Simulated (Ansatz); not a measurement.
I need the interaction energy of a dimer with the counterpoise correction of BH3SSi, SMILES B1[SiH2]S1. Use the Python package of Ansatz (0.2.0). Use (for the species named): r2SCAN, def2-SVP basis, multiplicity 1.

```xyz
6

B    -0.8121   -0.9086   -0.1365
Si    0.4305    0.6222    0.1994
S     0.9501   -1.2887    0.3625
H    -1.6596   -1.0858   -0.9124
H     0.9210    1.2728   -1.0414
H     0.2122    1.3240    1.4821
```

Script `bh3ssi_dimer.py`:
```python
'''Binding of a BH3SSi dimer at a trial geometry.'''

import ansatz as az

BASIS_SET = 'def2-SVP'
XC = 'r2scan'

FIRST = [
    ('B', (-0.8191, -0.8979, -0.1288)),
    ('Si', (0.4235, 0.6329, 0.2071)),
    ('S', (0.9431, -1.278, 0.3702)),
    ('H', (-1.6666, -1.0751, -0.9047)),
    ('H', (0.914, 1.2835, -1.0337)),
    ('H', (0.2052, 1.3347, 1.4898)),
]
SECOND = [
    ('B', (-1.3442, 3.0958, 4.7849)),
    ('Si', (0.0702, 1.693, 4.6064)),
    ('S', (-1.6918, 1.3919, 5.474)),
    ('H', (-1.7056, 3.9504, 4.0844)),
    ('H', (0.1711, 1.1211, 3.2403)),
    ('H', (1.2093, 1.8436, 5.5367)),
]

def energy(atoms, ghosts=()):
    molecule = az.Crystal.molecule()
    for symbol, xyz in atoms:
        molecule = molecule.atom(symbol, xyz)
    calc = (
        molecule.calculation()
        .basis(gaussian=BASIS_SET)
        .functional(XC)
    )
    deck = calc.input()
    if ghosts:
        deck = deck.set(az.key.basis.gaussian.ghost_atoms, [{'symbol': s, 'position_ang': list(xyz)} for s, xyz in ghosts])
    return az.Session.from_dict(deck).plan().execute().report['free_energy_ev']

# ghost atoms carry the functions of the partner
both = energy(FIRST + SECOND)
alone = energy(FIRST) + energy(SECOND)
ghosted = energy(FIRST, SECOND) + energy(SECOND, FIRST)
print(f'dimer {both:.6f} eV')
print(f'interaction, uncorrected   {23.060548 * (both - alone):8.3f} kcal/mol')
print(f'interaction, counterpoise  {23.060548 * (both - ghosted):8.3f} kcal/mol')
print(f'basis-set superposition    {23.060548 * (alone - ghosted):8.3f} kcal/mol')
```

```console
$ python bh3ssi_dimer.py
dimer -38857.410622 eV
interaction, uncorrected      1.790 kcal/mol
interaction, counterpoise     2.072 kcal/mol
basis-set superposition       0.283 kcal/mol
```

Uncorrected it is 1.790 kcal/mol, with the counterpoise correction 2.072 kcal/mol; the difference, 0.282 kcal/mol, is the superposition error. In this basis both values are repulsive.

Notes:
- Total energies depend on the basis set; only differences at equal settings carry meaning.
- The dimer is a generated trial pose of unrelaxed monomers, not a minimum, so the figure is no binding energy, and the basis set is small.
- This level lacks the dispersion part of the attraction (electrostatics and induction are there), which can decide the sign where the interaction is weak.
- Run time: 16 s on 1 thread of Intel(R) Xeon(R) Platinum 8488C (Sapphire Rapids) (shared host), peak memory 0.26 GiB.
